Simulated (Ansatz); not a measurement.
# MoPd2 (Immm) in Ansatz: reference runs

Reference runs on MoPd2: the cell as given and a disturbed copy.

All numbers are computed with Ansatz 0.2.0; they aren't measurements. Logs are shortened: lines on timing, memory, paths and dates and some standing lists are left out, and cuts for length are marked.

## Step 1: The structure

It takes space group Immm (No. 71, orthorhombic). Conventional cell: a = 2.747 Å, b = 3.944 Å, c = 8.228 Å, α = 90.00°, β = 90.00°, γ = 90.00°. Pd (site symmetry mm2) has 7 Pd at 2.72 to 2.78 Å and 5 Mo at 2.75 to 2.76 Å as nearest neighbours. Around Mo (site symmetry mmm) lie 2 Mo at 2.75 Å and 10 Pd at 2.75 to 2.76 Å.

The cell comes from a database or a generator and needn't be the stable form of this composition.

## Step 2: Single point, PBEsol

input.yaml

```yaml
crystal:
  lattice:
    - [-1.37353637, 1.972034755, 4.11380972]
    - [1.37353637, -1.972034755, 4.11380972]
    - [1.37353637, 1.972034755, -4.11380972]
  atoms:
    - { symbol: Pd, position: [0.66520312, 0.66520312, 0.0] }
    - { symbol: Pd, position: [0.33479688, 0.33479688, 0.0] }
    - { symbol: Mo, position: [0.0, 0.0, 0.0] }
kpoints:
  mp_grid: { grid: [12, 12, 12] }
scf:
  occupations: { method: fermi_dirac, width: 0.05 }
hamiltonian:
  xc: pbesol
  pseudopotentials: { kind: all_electron, lapw: { basis_error: 0.001 } }
output:
  forces: true
  stress: true
  eigenvalues: true
  populations: true
```

Potentials or basis: all-electron LAPW, scalar-relativistic.

Command:

```console
$ ansatz run input.yaml --threads 2 --pin off --max-ram 8192MiB --backend cpu --events-out ev --progress --plain --runs-dir out
```

The program printed:

```text
Warning: RAYON_NUM_THREADS=2 ignored (pool sized by the plan → 2); use --threads N
Pd: projections on atomic orbitals take those of the free atom 1s2 2s2 2p6 3s2 3p6 3d10 4s2 4p6 4d10, of charge +0.00 (hamiltonian.pseudopotentials.projection_atoms)
Mo: projections on atomic orbitals take those of the free atom 1s2 2s2 2p6 3s2 3p6 3d10 4s2 4p6 4d5 5s1, of charge +0.00 (hamiltonian.pseudopotentials.projection_atoms)
LAPW: plane waves up to 8.480 Å⁻¹, error target 1.0e-3 eV per atom; small_component_spin mean_spin; Mo in spheres of 1.359 Å, 30 of its electrons in bands, Dirac shells []; Pd in spheres of 1.359 Å, 28 of its electrons in bands, Dirac shells [] (how accurate: hamiltonian.pseudopotentials.lapw.basis_error, Limitations)
Engine: ansatz 0.2.0, aarch64-unknown-linux-gnu
Pseudopotentials: kind: all_electron
Pseudopotential: Pd, LAPW, valence charge 28, lapw/all_electron/scalar/gaussian/Pd, Koelling and Harmon's equation, gaussian nucleus
Pseudopotential: Mo, LAPW, valence charge 30, lapw/all_electron/scalar/gaussian/Mo, Koelling and Harmon's equation, gaussian nucleus
Functional definition: PBEsol
  exchange = pbesol_x
  correlation = pbesol_c
Crystal: 3 atoms, lattice volume = 44.572 Å³
Basis set: ecut = 273.96971763946584 eV, 477 PW (Γ), FFT grids on a1+a3, a2+a3, a3, exchange–correlation at level 2
Bands: 52, of which v1, the nominal top of the filled ones, is band 43 counted from 1 (42 counted from 0)
Symmetry: 8 space group operations
Space group: Immm (ITA 71), of the structure as read, at distance tolerance 3.5e-5 Å
k-points: 280 of 1728
Non-local potential: Pd, projectors of the file, none
Non-local potential: Mo, projectors of the file, none
Initial density: superposition of atomic densities (chi_scale 0.1, normalization cell, long waves kept (reshape's long-wave potential 0.00 eV rms))
Initial wavefunctions: plane waves of lowest kinetic energy (no species holds an atomic orbital)
Functional: x = pbesol(κ = 0.804, μ = 0.12345679012345678), c = pbesol(β = 0.046)
iter 1 solved again at ethr=1.30e-2 eV; its pass at ethr=1.00e-1 eV (dr2=1.12e1 eV) is discarded
SCF iter   1: F=—  HF=-384605.929747 eV  |F-HF|=—  |Δ(HF+E_count)|=         —  Δρ=1.10e-1  dr2=1.12e1  ethr=1.30e-2  ⟨swp⟩=2.0  Hψ=86836  notcnv=0
preconditioner: auto → Kerker (q_TF=auto, 3.044 Å⁻¹)  [metal: Δε(μ)=0.005 eV  Ē_g=9.334 eV  σ=0.050 eV  W_gap=0.02  n_scr=18 (ndim 8)  ℏωp=28.4 eV  f_vac=0.000  D(μ)=2.07/eV (n_scr^D=18)]
SCF iter   2: F=—  HF=-384609.008609 eV  |F-HF|=—  |Δ(HF+E_count)|=    3.08e0  Δρ=1.11e-1  dr2=1.24e1  ethr=1.30e-2  ⟨swp⟩=2.8  Hψ=40099  notcnv=0
SCF iter   3: F=—  HF=-384601.303078 eV  |F-HF|=—  |Δ(HF+E_count)|=    7.71e0  Δρ=3.99e-2  dr2=1.21e0  ethr=1.30e-2  ⟨swp⟩=2.0  Hψ=39760  notcnv=0
SCF iter   4: F=—  HF=-384601.355541 eV  |F-HF|=—  |Δ(HF+E_count)|=   5.25e-2  Δρ=5.33e-2  dr2=3.24e0  ethr=1.41e-3  ⟨swp⟩=2.9  Hψ=45310  notcnv=0
SCF iter   5: F=—  HF=-384600.942854 eV  |F-HF|=—  |Δ(HF+E_count)|=   4.13e-1  Δρ=3.11e-2  dr2=1.10e0  ethr=1.41e-3  ⟨swp⟩=2.0  Hψ=39533  notcnv=0
SCF iter   6: F=—  HF=-384600.763358 eV  |F-HF|=—  |Δ(HF+E_count)|=         —  Δρ=1.31e-2  dr2=1.99e-1  ethr=1.28e-3  ⟨swp⟩=2.0  Hψ=38903  notcnv=0
the basis was enlarged: its passes take 796.8 KiB over the memory plan, 2 of 2 planned eigensolver slots
iter 7 solved again at ethr=8.23e-6 eV; its pass at ethr=2.32e-4 eV (dr2=7.07e-3 eV) is discarded
SCF iter   7: F=—  HF=-384600.724122 eV  |F-HF|=—  |Δ(HF+E_count)|=   3.92e-2  Δρ=2.62e-3  dr2=7.07e-3  ethr=8.23e-6  ⟨swp⟩=2.0  Hψ=73100  notcnv=0
SCF iter   8: F=—  HF=-384600.722999 eV  |F-HF|=—  |Δ(HF+E_count)|=   1.12e-3  Δρ=1.00e-3  dr2=1.04e-3  ethr=8.22e-6  ⟨swp⟩=2.0  Hψ=42416  notcnv=0
SCF iter   9: F=—  HF=-384600.722890 eV  |F-HF|=—  |Δ(HF+E_count)|=   1.10e-4  Δρ=5.90e-4  dr2=3.62e-4  ethr=1.21e-6  ⟨swp⟩=2.0  Hψ=42415  notcnv=0
SCF iter  10: F=—  HF=-384600.722825 eV  |F-HF|=—  |Δ(HF+E_count)|=   6.44e-5  Δρ=9.52e-5  dr2=9.18e-6  ethr=4.21e-7  ⟨swp⟩=2.0  Hψ=42415  notcnv=0
SCF iter  11: F=—  HF=-384600.722824 eV  |F-HF|=—  |Δ(HF+E_count)|=   9.27e-7  Δρ=3.81e-5  dr2=1.37e-6  ethr=1.07e-8  ⟨swp⟩=2.0  Hψ=42415  notcnv=0
SCF iter  12: F=—  HF=-384600.722824 eV  |F-HF|=—  |Δ(HF+E_count)|=   1.19e-7  Δρ=1.32e-5  dr2=1.23e-7  ethr=1.60e-9  ⟨swp⟩=2.0  Hψ=42415  notcnv=0
SCF iter  13: F=-384600.722824 eV  HF=-384600.722824 eV  |F-HF|=7.22e-9  |Δ(HF+E_count)|=   4.78e-8  Δρ=2.93e-6  dr2=4.49e-9  ethr=1.43e-10  ⟨swp⟩=2.0  Hψ=42415  notcnv=0
SCF 1 converged in 13 iterations: F = -384600.722824 eV  dr2 = 4.49e-9
SCF converged after 13 iterations
Free energy (F): -384600.722824 eV
Harris-Foulkes:  -384600.722824 eV  (|F-HF|=7.22e-9)
Internal energy: -384600.704129 eV  (E = F + TS)
E sigma→0 (E₀):  -384600.713476 eV
Entropy (-TS):   -0.018695 eV (-6.232 meV/atom)
Fermi energy:    22.810880 eV
--- Per-component energies (eV) ---
  E_band       = -10347.393429
  E_kinetic    = 400536.468416
  E_xc         = -11021.881388
  E_electrostatic = -774115.291156  (all electrons and nuclei)
  E_smearing   = -0.018695  (= −TS)
  E_closure    = 0.000000  (closes the sum)
  E_atoms      = -384579.648422  (free atoms, spherical and without spin; not in F)
  Σ components = -384600.722824   (vs F -384600.722824, Δ=0.00e0)
  Basis errors (estimates in eV, not in F): energy 2.0e-4 per atom: plane waves 1.6e-4 (8.3e-5 summed), levels above the bands 1.3e-106, relativity 2.1e-8, radial functions 4.4e-5, core shells 1.8e-7; eigenvalues (radial functions only) 1.7e-6; not estimated: angular momenta, meshes, grids; target (lapw.basis_error) 1.0e-3; muffin-tin radii Mo 1.359 Å, Pd 1.359 Å
--- Forces (eV/Å), atoms counted from 1 ---
  atom   1  Pd     0.00000000    -0.00000000    -0.02019193
  atom   2  Pd    -0.00000000     0.00000000     0.02019193
  atom   3  Mo     0.00000000     0.00000000     0.00000000
  max |Σ_I F_I| component: 7.89e-31 eV/Å
--- Stress (GPa, compression-positive) ---
       -4.988242      -0.000000       0.000000
       -0.000000      -5.401522      -0.000000
        0.000000      -0.000000      -5.503542
  P = ⅓ Tr σ = -5.2978 GPa (-52.978 kbar)
--- Band table (eV; the first three rows and the last of 280) ---
  k-point 0: bands = ["-353.1970", "-353.1639", "-353.1459", "-302.4525", "-302.4525", "-302.4471", "-302.4471", "-302.3986", "-302.3986", "-302.3943", "-302.3943", "-302.3748", "-302.3748", "-195.3535", "-195.3452", "-195.3451", "-195.3199", "-195.2999", "-62.0419", "-61.9987", "-38.4845", "-27.9286", "-27.8638", "-27.7347", "-27.6994", "-27.5952", "-27.5378", "-12.6230", "-12.5709", "-12.0051", "14.9981", "17.6937", "18.1222", "18.5370", "18.7102", "19.1709", "19.3288", "19.5567", "20.1492", "20.5891", "20.7753", "21.0899", "21.4748", "21.9246", "24.0658", "24.8288", "28.3012", "30.1583", "31.5619", "32.5147", "32.6033", "35.2920"]
  k-point 1: bands = ["-353.1970", "-353.1639", "-353.1459", "-302.4525", "-302.4525", "-302.4471", "-302.4471", "-302.3986", "-302.3986", "-302.3943", "-302.3943", "-302.3748", "-302.3748", "-195.3535", "-195.3452", "-195.3451", "-195.3199", "-195.2999", "-62.0396", "-61.9986", "-38.4777", "-27.9272", "-27.8597", "-27.7341", "-27.7020", "-27.6062", "-27.5545", "-12.6159", "-12.5662", "-12.0670", "15.2614", "17.8266", "18.2518", "18.5042", "18.5781", "19.1685", "19.1958", "19.5316", "20.2392", "20.4382", "20.6842", "20.8089", "21.9965", "22.0961", "23.8900", "24.7353", "28.6643", "30.1470", "31.2129", "31.3915", "34.0562", "35.8289"]
  k-point 2: bands = ["-353.1970", "-353.1639", "-353.1459", "-302.4525", "-302.4525", "-302.4471", "-302.4471", "-302.3986", "-302.3986", "-302.3943", "-302.3943", "-302.3748", "-302.3748", "-195.3535", "-195.3452", "-195.3451", "-195.3199", "-195.2999", "-62.0332", "-61.9981", "-38.4592", "-27.9224", "-27.8480", "-27.7358", "-27.7118", "-27.6333", "-27.5987", "-12.5970", "-12.5525", "-12.2334", "15.9637", "18.1411", "18.2141", "18.3567", "18.4973", "19.1351", "19.1495", "19.4345", "20.0438", "20.3207", "20.8476", "21.0968", "22.2238", "22.4808", "23.5671", "24.3817", "29.3384", "29.9940", "30.3625", "31.4129", "35.7226", "36.4470"]
  k-point 279: bands = ["-353.1970", "-353.1639", "-353.1459", "-302.4525", "-302.4525", "-302.4471", "-302.4471", "-302.3986", "-302.3986", "-302.3943", "-302.3943", "-302.3748", "-302.3748", "-195.3535", "-195.3452", "-195.3451", "-195.3199", "-195.2999", "-62.0309", "-62.0098", "-38.4859", "-27.8787", "-27.8563", "-27.8028", "-27.6845", "-27.6062", "-27.5267", "-12.6327", "-12.5680", "-12.0041", "16.6616", "17.0536", "17.1876", "17.4882", "18.4185", "19.2632", "19.4380", "19.9907", "20.1423", "20.8476", "20.9807", "21.0109", "21.7754", "24.0684", "24.3192", "24.6554", "24.9877", "25.4978", "33.9280", "35.1639", "35.2929", "36.9925"]
--- Löwdin populations: 3 sites ---
  site symbol       q [e]
     0     Pd     45.1906
     1     Pd     45.1906
     2     Mo     42.7305
  spilling = 0.006629 (of n_electrons = 134.000000)
```

Wall time 2 min (2 threads of Arm Neoverse V2, shared host); peak memory 1.7 GiB.

Results:

- Free energy: -384600.7228 eV
- Pressure: -5.3 GPa
- Largest force: 0.020 eV/Å
- Band gap on the k mesh: none (metal or under the smearing width)

Forces in eV/Å, atoms in the order of the input:
```
Pd   0.000  0.000 -0.020
Pd   0.000  0.000  0.020
Mo   0.000  0.000  0.000
```

Stress tensor (GPa, compression positive):
```
-4.99  0.00  0.00
 0.00 -5.40  0.00
 0.00  0.00 -5.50
```

## Step 3: Single point, PBEsol (atoms moved at random, drawn with an rms of 0.05 Å)

input.yaml, as its differences from that of step 2:

```diff
@@ -6,5 +6,5 @@
   atoms:
-    - { symbol: Pd, position: [0.66520312, 0.66520312, 0.0] }
-    - { symbol: Pd, position: [0.33479688, 0.33479688, 0.0] }
-    - { symbol: Mo, position: [0.0, 0.0, 0.0] }
+    - { symbol: Pd, position: [0.659841, 0.684131, 0.023575] }
+    - { symbol: Pd, position: [0.331344, 0.327895, -0.002735] }
+    - { symbol: Mo, position: [0.003268, -0.003589, -0.007959] }
 kpoints:
```

Potentials or basis: all-electron LAPW, scalar-relativistic.

Command:

```console
$ ansatz run input.yaml --threads 2 --pin off --max-ram 8192MiB --backend cpu --events-out ev --progress --plain --runs-dir out
```

The program printed:

```text
Warning: RAYON_NUM_THREADS=2 ignored (pool sized by the plan → 2); use --threads N
Pd: projections on atomic orbitals take those of the free atom 1s2 2s2 2p6 3s2 3p6 3d10 4s2 4p6 4d10, of charge +0.00 (hamiltonian.pseudopotentials.projection_atoms)
Mo: projections on atomic orbitals take those of the free atom 1s2 2s2 2p6 3s2 3p6 3d10 4s2 4p6 4d5 5s1, of charge +0.00 (hamiltonian.pseudopotentials.projection_atoms)
LAPW: plane waves up to 8.511 Å⁻¹, error target 1.0e-3 eV per atom; small_component_spin mean_spin; Mo in spheres of 1.328 Å, 30 of its electrons in bands, Dirac shells []; Pd in spheres of 1.355 Å, 28 of its electrons in bands, Dirac shells [] (how accurate: hamiltonian.pseudopotentials.lapw.basis_error, Limitations)
Engine: ansatz 0.2.0, aarch64-unknown-linux-gnu
[... 65 lines left out ...]
  k-point 2: bands = ["-353.1856", "-353.1528", "-353.1353", "-302.4833", "-302.4727", "-302.4353", "-302.4299", "-302.4295", "-302.4247", "-302.4125", "-302.3777", "-302.3605", "-302.3435", "-195.3422", "-195.3340", "-195.3337", "-195.3091", "-195.2891", "-62.0561", "-61.9851", "-38.4530", "-27.9313", "-27.8695", "-27.7427", "-27.7043", "-27.6547", "-27.5803", "-12.5919", "-12.5485", "-12.2294", "15.9665", "18.0877", "18.2287", "18.3506", "18.5030", "19.1104", "19.1384", "19.4486", "20.0449", "20.3055", "20.8313", "21.1140", "22.2070", "22.4982", "23.5854", "24.3845", "29.3342", "29.9867", "30.3784", "31.4174", "35.7089", "36.4126"]
  k-point 867: bands = ["-353.1856", "-353.1528", "-353.1353", "-302.4833", "-302.4727", "-302.4353", "-302.4299", "-302.4295", "-302.4247", "-302.4125", "-302.3777", "-302.3605", "-302.3435", "-195.3422", "-195.3340", "-195.3337", "-195.3091", "-195.2891", "-62.0577", "-61.9928", "-38.4797", "-27.8987", "-27.8637", "-27.8059", "-27.6795", "-27.6243", "-27.5162", "-12.6278", "-12.5638", "-11.9999", "16.6544", "17.0569", "17.1818", "17.4977", "18.3733", "19.2693", "19.4068", "20.0029", "20.1321", "20.8544", "20.8983", "21.1069", "21.7760", "24.0525", "24.3070", "24.6541", "24.9982", "25.5055", "33.9082", "35.2387", "35.3422", "36.9357"]
--- Löwdin populations: 3 sites ---
  site symbol       q [e]
     0     Pd     45.1834
     1     Pd     45.1950
     2     Mo     42.7336
  spilling = 0.006627 (of n_electrons = 134.000000)
```

It took 12 min on 2 threads of Arm Neoverse V2, shared host; peak memory 4.1 GiB.

What came out:

- Free energy: -384600.6895 eV
- Pressure: -4.7 GPa
- Largest force: 0.567 eV/Å
- Band gap on the k mesh: none (metal or under the smearing width)

Forces in eV/Å, atoms in the order of the input:
```
Pd  -0.402  0.011  0.304
Pd   0.154 -0.027  0.205
Mo   0.248  0.016 -0.509
```

Stress tensor (GPa, compression positive):
```
-4.76  0.00 -0.12
 0.00 -4.72 -0.03
-0.12 -0.03 -4.65
```
